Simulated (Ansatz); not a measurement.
# Hf2Pd2Se2Br2O3 (P-1) in Ansatz: electric field gradients with PBE

Aim: the electric field gradients of Hf2Pd2Se2Br2O3 with PBE.

All numbers are computed with Ansatz 0.2.0; they aren't measurements. Logs are shortened: lines on timing, memory, paths and dates and some standing lists are left out, and cuts for length are marked.

## (1) The crystal as given

The typed cell holds 11 atoms: a = 5.607 Å, b = 5.574 Å, c = 8.642 Å, α = 75.02°, β = 81.24°, γ = 74.12°.

The cell was built by a generator and needn't be a form met in nature.

## (2) Electric field gradients, PBE

The input, input.yaml:

```yaml
crystal:
  lattice:
    - [5.60663, -0.09346, -0.01409]
    - [1.61393, 5.33512, 0.00251]
    - [1.36916, 1.91529, 8.31543]
  atoms:
    - { symbol: Hf, position: [0.23317, 0.65161, 0.02284] }
    - { symbol: Hf, position: [0.76683, 0.34839, 0.97716] }
    - { symbol: Pd, position: [0.0, 0.5, 0.5] }
    - { symbol: Pd, position: [0.0, 0.0, 0.5] }
    - { symbol: Se, position: [0.02419, 0.33917, 0.25331] }
    - { symbol: Se, position: [0.97581, 0.66083, 0.74669] }
    - { symbol: Br, position: [0.5, 0.5, 0.5] }
    - { symbol: Br, position: [0.5, 0.0, 0.5] }
    - { symbol: O, position: [0.44792, 0.35724, 0.92101] }
    - { symbol: O, position: [0.55208, 0.64276, 0.07899] }
    - { symbol: O, position: [0.0, 0.0, 0.0] }
kpoints:
  mp_grid: { grid: [5, 5, 4] }
scf:
  occupations: { method: fermi_dirac, width: 0.05 }
hamiltonian:
  xc: pbe
  pseudopotentials: { kind: all_electron, datasets: crystal }
output:
  forces: true
  stress: true
  eigenvalues: true
  efg: {}
  elf: true
  volumetric_format: npy
```

Potentials or basis: all-electron PAW datasets made for the crystal.

Run with:

```bash
$ ansatz run input.yaml --threads 8 --pin off --max-ram 24576MiB --backend cpu --events-out ev --progress --plain --runs-dir out
```

What it wrote:

```text
Warning: RAYON_NUM_THREADS=8 ignored (pool sized by the plan → 8); use --threads N
hamiltonian.pseudopotentials.datasets: crystal makes datasets for this crystal and solves the spheres of its atoms anew in each pass: cutoff 480.0 eV, the density's 1920.0 eV; for an error of 0.50 meV an atom under PBE, 5.5 meV for the cell; an energy difference from a run of another recipe may be off by several times the error for the cell, under r2SCAN by more, where some 0.1 meV an atom stays at smaller errors; O in spheres of 0.820 Å, 6 of its electrons in bands; Se in spheres of 1.175 Å, 16 of its electrons in bands; Br in spheres of 1.376 Å, 7 of its electrons in bands; Pd in spheres of 1.291 Å, 18 of its electrons in bands; Hf in spheres of 1.085 Å, 26 of its electrons in bands
band count auto-derived: 93 (N_el = 152.0; filled up to band 76; 92 by the electrons, moments and atoms)
Pd, Hf: output.efg is read without spin–orbit coupling, which moves field gradients at and beside such atoms by some per cent and up to a factor of two; PAW files take it under magnetization.noncollinear and magnetization.spin_orbit
Engine: ansatz 0.2.0, x86_64-unknown-linux-gnu
Pseudopotentials: kind: all_electron
Pseudopotential: Hf, paw, valence charge 26, recommended cutoff 480 eV (normal), crystal/all_electron/pbe/scalar/gaussian/Hf, Koelling and Harmon's equation, gaussian nucleus
Pseudopotential: Pd, paw, valence charge 18, recommended cutoff 480 eV (normal), crystal/all_electron/pbe/scalar/gaussian/Pd, Koelling and Harmon's equation, gaussian nucleus
Pseudopotential: Se, paw, valence charge 16, recommended cutoff 480 eV (normal), crystal/all_electron/pbe/scalar/gaussian/Se, Koelling and Harmon's equation, gaussian nucleus
Pseudopotential: Br, paw, valence charge 7, recommended cutoff 480 eV (normal), crystal/all_electron/pbe/scalar/gaussian/Br, Koelling and Harmon's equation, gaussian nucleus
Pseudopotential: O, paw, valence charge 6, recommended cutoff 480 eV (normal), crystal/all_electron/pbe/scalar/gaussian/O, Koelling and Harmon's equation, gaussian nucleus
Functional definition: PBE
  parameter kappa = 0.804
  parameter beta = 0.06672455060314922
  exchange = pbe_x(kappa = kappa, mu = beta*pi^2/3)
  correlation = pbe_c(beta = beta)
Crystal: 11 atoms, lattice volume = 250.018 Å³
Basis set: ecut = 480 eV, 5933 PW (Γ), exchange–correlation on 90×80×128 points (8 copies of the dense FFT grid, shifted against one another)
Bands: 93, of which v1, the nominal top of the filled ones, is band 76 counted from 1 (75 counted from 0)
Symmetry: 2 space group operations
Space group: P-1 (ITA 2), of the structure as read, at distance tolerance 6.3e-5 Å
k-points: 51 of 100
Non-local potential: Hf, projectors of the file, l = 0: 2, l = 1: 2, l = 2: 1, l = 3: 2
Non-local potential: Pd, projectors of the file, l = 0: 2, l = 1: 2, l = 2: 2
Non-local potential: Se, projectors of the file, l = 0: 1, l = 1: 1, l = 2: 3
Non-local potential: Br, projectors of the file, l = 0: 2, l = 1: 1
Non-local potential: O, projectors of the file, l = 0: 1, l = 1: 2
PAW form: soft (Blöchl's): semilocal exchange-correlation on the pseudo side does not see the compensation charge
PAW one-centre angular grid: Hf, 590 points (default); XC on its mesh's 1745 points in the sphere
PAW one-centre angular grid: Pd, 590 points (default); XC on its mesh's 1855 points in the sphere
PAW one-centre angular grid: Se, 590 points (default); XC on its mesh's 1851 points in the sphere
PAW one-centre angular grid: Br, 110 points (default); XC on its mesh's 1905 points in the sphere
PAW one-centre angular grid: O, 110 points (default); XC on its mesh's 1879 points in the sphere
Initial density: superposition of atomic densities (neutral atoms: chi_scale 0, normalization atom)
Initial wavefunctions: pseudopotential atomic-orbital guess
[... 33 lines left out ...]
  E_local      = -29692.394708  (includes V_loc(G=0)·N_el)
  E_nonlocal   = -2813.863180
  E_hartree    = 13753.788229
  E_xc         = -1037.752156
  E_vxc        = -1338.063514  (∫ρ·V_xc dr)
  E_paw        = -1396252.764719  (= ΣΔE_a)
  E_vpaw       = -51311.779303  (= ΣTr[D̂ρ^β])
  E_ewald      = -15103.086003
  E_smearing   = -0.022588  (= −TS)
  E_closure    = 53294.778480  (closes the sum)
  Σ components = -1375366.642630   (vs F -1375366.642630, Δ=0.00e0)
  The terms above E_closure are by the made datasets' own strengths, without shells solved beside the bands.
--- Forces (eV/Å), atoms counted from 1 ---
  atom   1  Hf    -0.03325066    -0.00872382     0.00345281
  atom   2  Hf     0.03325066     0.00872382    -0.00345281
  atom   3  Pd     0.00000000     0.00000000     0.00000000
  atom   4  Pd     0.00000000     0.00000000     0.00000000
  atom   5  Se     0.01683378    -0.01086110    -0.02386353
  atom   6  Se    -0.01683378     0.01086110     0.02386353
  atom   7  Br     0.00000000     0.00000000     0.00000000
  atom   8  Br     0.00000000     0.00000000     0.00000000
  atom   9  O      0.00934755    -0.01182368    -0.01821943
  atom  10  O     -0.00934755     0.01182368     0.01821943
  atom  11  O      0.00000000     0.00000000     0.00000000
  max |Σ_I F_I| component: 0.00e0 eV/Å
--- Stress (GPa, compression-positive) ---
        0.662198      -0.270636       0.022961
       -0.270636      -0.955381      -0.042674
        0.022961      -0.042674       0.066242
  P = ⅓ Tr σ = -0.0756 GPa (-0.756 kbar)
--- PAW observables at the nuclei: V_zz in 10²¹ V/m², potentials from the cell's mean, atoms counted from 1 ---
  atom   1  Hf V_zz =   -59.723950   η = 0.6906   by run symmetry: allowed
            electrostatic potential = -14172.213978 V   contact ρ = 7525186.564674 e/Å³
  atom   2  Hf V_zz =   -59.723950   η = 0.6906   by run symmetry: allowed
            electrostatic potential = -14172.213978 V   contact ρ = 7525186.564674 e/Å³
  atom   3  Pd V_zz =    -4.549089   η = 0.6051   by run symmetry: allowed
            electrostatic potential = -7243.189151 V   contact ρ = 865638.453108 e/Å³
  atom   4  Pd V_zz =    -3.408346   η = 0.8899   by run symmetry: allowed
            electrostatic potential = -7243.216505 V   contact ρ = 865635.944919 e/Å³
  atom   5  Se V_zz =   -20.421883   η = 0.1704   by run symmetry: allowed
            electrostatic potential = -4709.787292 V   contact ρ = 262945.444271 e/Å³
  atom   6  Se V_zz =   -20.421883   η = 0.1704   by run symmetry: allowed
            electrostatic potential = -4709.787292 V   contact ρ = 262945.444271 e/Å³
  atom   7  Br V_zz =   -61.521562   η = 0.5593   by run symmetry: allowed
            electrostatic potential = -4907.590974 V   contact ρ = 293339.622965 e/Å³
  atom   8  Br V_zz =   -56.437861   η = 0.6169   by run symmetry: allowed
            electrostatic potential = -4907.523152 V   contact ρ = 293339.325784 e/Å³
  atom   9  O  V_zz =    -2.675587   η = 0.9824   by run symmetry: allowed
            electrostatic potential = -623.466915 V   contact ρ = 2159.405761 e/Å³
  atom  10  O  V_zz =    -2.675587   η = 0.9824   by run symmetry: allowed
            electrostatic potential = -623.466915 V   contact ρ = 2159.405761 e/Å³
  atom  11  O  V_zz =    +2.321857   η = 0.4037   by run symmetry: allowed
            electrostatic potential = -623.669295 V   contact ρ = 2157.928942 e/Å³
--- Band table (eV; the first three rows and the last of 51) ---
  k-point 0: bands = ["-75.1527", "-75.1279", "-53.0567", "-53.0323", "-41.1946", "-41.1071", "-40.8376", "-40.8193", "-40.7662", "-40.6526", "-38.5813", "-38.5770", "-38.5762", "-38.5751", "-38.5134", "-38.5130", "-38.5017", "-38.5015", "-38.4843", "-38.4830", "-22.1871", "-21.9353", "-21.8963", "-21.8632", "-21.8049", "-21.5302", "-8.9509", "-8.4147", "-7.7756", "-7.4836", "-5.6826", "-4.0352", "-3.7259", "-3.0204", "-3.0185", "-3.0042", "-3.0028", "-2.9705", "-2.9491", "-2.9331", "-2.9308", "-2.9287", "-2.9153", "-2.8753", "-2.8625", "-2.8531", "-2.8287", "2.6062", "3.3545", "3.8559", "4.1937", "4.6885", "4.8292", "4.8773", "4.9512", "5.0412", "5.2466", "5.2784", "5.3115", "5.5599", "5.7000", "5.8406", "6.1555", "6.2865", "6.3410", "6.5277", "6.6775", "6.7961", "7.0020", "7.1767", "7.3007", "7.3490", "7.5069", "7.6701", "8.1952", "8.1987", "9.0751", "9.8222", "10.6965", "10.9308", "11.9757", "12.4277", "12.5288", "12.9797"]
  k-point 1: bands = ["-75.1527", "-75.1279", "-53.0567", "-53.0323", "-41.1946", "-41.1071", "-40.8376", "-40.8193", "-40.7662", "-40.6526", "-38.5813", "-38.5770", "-38.5762", "-38.5751", "-38.5133", "-38.5131", "-38.5017", "-38.5015", "-38.4843", "-38.4830", "-22.1871", "-21.9353", "-21.8963", "-21.8632", "-21.8049", "-21.5302", "-8.9503", "-8.4155", "-7.7746", "-7.4846", "-5.6826", "-4.0174", "-3.7480", "-3.0204", "-3.0185", "-3.0068", "-2.9997", "-2.9707", "-2.9490", "-2.9333", "-2.9322", "-2.9287", "-2.9143", "-2.8754", "-2.8618", "-2.8530", "-2.8287", "2.6052", "3.4428", "3.8927", "4.1516", "4.6181", "4.7705", "4.7799", "4.9709", "5.0472", "5.2449", "5.2812", "5.3448", "5.6259", "5.8341", "5.8561", "6.1236", "6.2495", "6.3632", "6.5621", "6.6652", "6.7952", "6.9297", "7.0803", "7.2072", "7.4501", "7.5100", "7.6750", "8.0683", "8.2124", "9.1159", "9.8223", "10.7964", "11.2068", "12.0189", "12.3769", "12.5084", "12.8328"]
  k-point 2: bands = ["-75.1527", "-75.1279", "-53.0567", "-53.0323", "-41.1946", "-41.1071", "-40.8376", "-40.8193", "-40.7662", "-40.6526", "-38.5813", "-38.5770", "-38.5762", "-38.5751", "-38.5133", "-38.5131", "-38.5017", "-38.5015", "-38.4843", "-38.4830", "-22.1871", "-21.9354", "-21.8963", "-21.8632", "-21.8049", "-21.5302", "-8.9497", "-8.4162", "-7.7736", "-7.4855", "-5.6826", "-3.9961", "-3.7735", "-3.0204", "-3.0184", "-3.0079", "-2.9980", "-2.9710", "-2.9488", "-2.9343", "-2.9328", "-2.9287", "-2.9135", "-2.8755", "-2.8611", "-2.8530", "-2.8286", "2.6044", "3.5457", "3.9449", "4.0980", "4.5644", "4.6459", "4.7517", "4.9830", "5.0608", "5.1905", "5.2914", "5.3626", "5.7321", "5.8180", "6.0264", "6.1378", "6.2384", "6.3912", "6.4886", "6.6054", "6.7967", "6.9393", "6.9446", "7.2072", "7.4848", "7.5127", "7.6792", "7.9811", "8.1863", "9.1497", "9.8222", "10.7849", "11.8455", "11.9284", "12.3479", "12.4736", "12.6416"]
  k-point 50: bands = ["-75.1518", "-75.1288", "-53.0546", "-53.0343", "-41.1851", "-41.1138", "-40.8366", "-40.8179", "-40.7585", "-40.6657", "-38.5810", "-38.5776", "-38.5759", "-38.5751", "-38.5133", "-38.5131", "-38.5016", "-38.5015", "-38.4842", "-38.4831", "-22.1410", "-21.9717", "-21.9086", "-21.8599", "-21.7456", "-21.5997", "-8.5828", "-8.4381", "-8.0827", "-7.2912", "-5.8916", "-4.0756", "-3.7356", "-3.0203", "-3.0129", "-3.0062", "-3.0027", "-2.9644", "-2.9576", "-2.9371", "-2.9293", "-2.9271", "-2.9061", "-2.8843", "-2.8692", "-2.8617", "-2.7947", "2.8739", "2.9128", "3.6438", "3.7322", "3.9651", "4.3583", "4.5371", "4.6521", "4.9419", "5.2542", "5.3657", "5.5011", "5.5864", "5.7278", "6.2401", "6.2769", "6.4238", "6.5954", "6.8281", "6.8692", "6.9729", "7.0911", "7.2485", "7.5398", "7.5847", "7.6582", "8.2470", "8.5391", "8.7973", "9.1825", "9.4625", "10.9714", "11.7679", "12.2008", "12.3754", "12.5430", "12.9821"]
```

Wall time 42 s (8 threads of Intel Xeon 6975P-C (Granite Rapids), shared host); peak memory 7.1 GiB.

What came out:

| Item | Value |
| --- | --- |
| Free energy | -1375366.6426 eV |
| Pressure | -0.1 GPa |
| Largest force | 0.035 eV/Å |
| Band gap on the k mesh | none (metal or under the smearing width) |

Forces on the atoms (eV/Å):
```
Hf  -0.033 -0.009  0.003
Hf   0.033  0.009 -0.003
Pd   0.000  0.000  0.000
Pd   0.000  0.000  0.000
Se   0.017 -0.011 -0.024
Se  -0.017  0.011  0.024
Br   0.000  0.000  0.000
Br   0.000  0.000  0.000
O    0.009 -0.012 -0.018
O   -0.009  0.012  0.018
O    0.000  0.000  0.000
```

## (3) For comparison

An earlier run on the cell as given: functional PBE; potentials or basis all-electron LAPW, scalar-relativistic; cutoff 520 eV (chosen from the basis error); basis error allowed 0.001 eV/atom; k mesh 5 × 5 × 4; occupations fermi-dirac, width 0.05 eV; no spin polarisation.

* Pressure: -0.1 GPa
* Largest force: 0.034 eV/Å
* Band gap on the k mesh: none (metal or under the smearing width)
* Loewdin charges: Hf +1.22; Pd +0.76, +0.75; Se -0.55; Br -0.11, -0.14; O -0.59, -0.68 e
